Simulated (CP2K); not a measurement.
Here is a CP2K 2026.2 calculation.

File ta_workfunction.inp:

```
&GLOBAL
  PROJECT ta_workfunction
  RUN_TYPE ENERGY_FORCE
  PRINT_LEVEL LOW
&END GLOBAL
&FORCE_EVAL
  METHOD QS
  &DFT
    BASIS_SET_FILE_NAME BASIS_MOLOPT_UZH
    POTENTIAL_FILE_NAME POTENTIAL_UZH
    &MGRID
      CUTOFF 450
      REL_CUTOFF 60
      NGRIDS 5
    &END MGRID
    &QS
      METHOD GPW
      EPS_DEFAULT 1.0E-9
    &END QS
    &KPOINTS
      SCHEME MONKHORST-PACK 8 8 1
      GAMMA_CENTERED T
      SYMMETRY T
      SYMMETRY_BACKEND SPGLIB
    &END KPOINTS
    &SCF
      SCF_GUESS ATOMIC
      EPS_SCF 1.0E-6
      MAX_SCF 100
      ADDED_MOS 31
      CHOLESKY OFF
      EPS_EIGVAL 1.0E-7
      &DIAGONALIZATION ON
        ALGORITHM STANDARD
      &END DIAGONALIZATION
      &MIXING ON
        METHOD BROYDEN_MIXING
        ALPHA 0.2
        BETA 1.5
        NBUFFER 8
      &END MIXING
      &SMEAR ON
        METHOD FERMI_DIRAC
        ELECTRONIC_TEMPERATURE [K] 580.226
      &END SMEAR
    &END SCF
    &XC
      &XC_FUNCTIONAL
        &GGA_X_PBE
        &END GGA_X_PBE
        &GGA_C_PBE
        &END GGA_C_PBE
      &END XC_FUNCTIONAL
    &END XC
    &PRINT
      &KPOINTS ON
      &END KPOINTS
      &MULLIKEN ON
      &END MULLIKEN
      &MO ON
        ENERGIES T
        OCCUPATION_NUMBERS T
        &EACH
          QS_SCF 0
        &END EACH
        ADD_LAST NUMERIC
      &END MO
      &E_DENSITY_CUBE ON
        STRIDE 1
      &END E_DENSITY_CUBE
      &V_HARTREE_CUBE ON
        STRIDE 1
      &END V_HARTREE_CUBE
      &ELF_CUBE ON
        STRIDE 1
      &END ELF_CUBE
    &END PRINT
  &END DFT
  &SUBSYS
    &CELL
      A 2.8601008575 0.0000000000 0.0000000000
      B -0.9533669525 2.6965289483 0.0000000000
      C 0.0000000000 0.0000000000 24.3410502851
      PERIODIC XYZ
    &END CELL
    &COORD
      SCALED
      Ta  0.5000000000 0.5000000000 0.3081214620
      Ta  0.0000000000 0.0000000000 0.4040607310
      Ta  0.5000000000 0.5000000000 0.5000000000
      Ta  0.0000000000 0.0000000000 0.5959392690
      Ta  0.5000000000 0.5000000000 0.6918785380
    &END COORD
    &KIND Ta
      BASIS_SET TZVP-MOLOPT-PBE-GTH-q13
      POTENTIAL GTH-PBE-q13
    &END KIND
    &PRINT
      &ATOMIC_COORDINATES ON
      &END ATOMIC_COORDINATES
      &CELL ON
      &END CELL
      &SYMMETRY ON
      &END SYMMETRY
    &END PRINT
  &END SUBSYS
  &PRINT
    &FORCES ON
    &END FORCES
  &END PRINT
&END FORCE_EVAL
```

Potentials or basis: POTENTIAL_UZH Ta GTH-PBE-q13; TZVP-MOLOPT-PBE-GTH basis.

Command:

```console
$ OMP_NUM_THREADS=1 mpirun -n 4 cp2k.psmp -i ta_workfunction.inp -o ta_workfunction.out
```

(1) Estimate the work function.

(2) Estimate the work function of the upper face.

(3) Estimate the band gap on the k mesh.

(4) Estimate the largest force.

(5) Estimate the work function of the lower face.

Results:

(1) 5.01 eV.

(2) 5.01 eV.

(3) none (metal or under the smearing width).

(4) 0.427 eV/Å.

(5) 5.01 eV.

Caveat: the basis of atomic orbitals isn't converged, which shifts pressures, moduli and gaps.
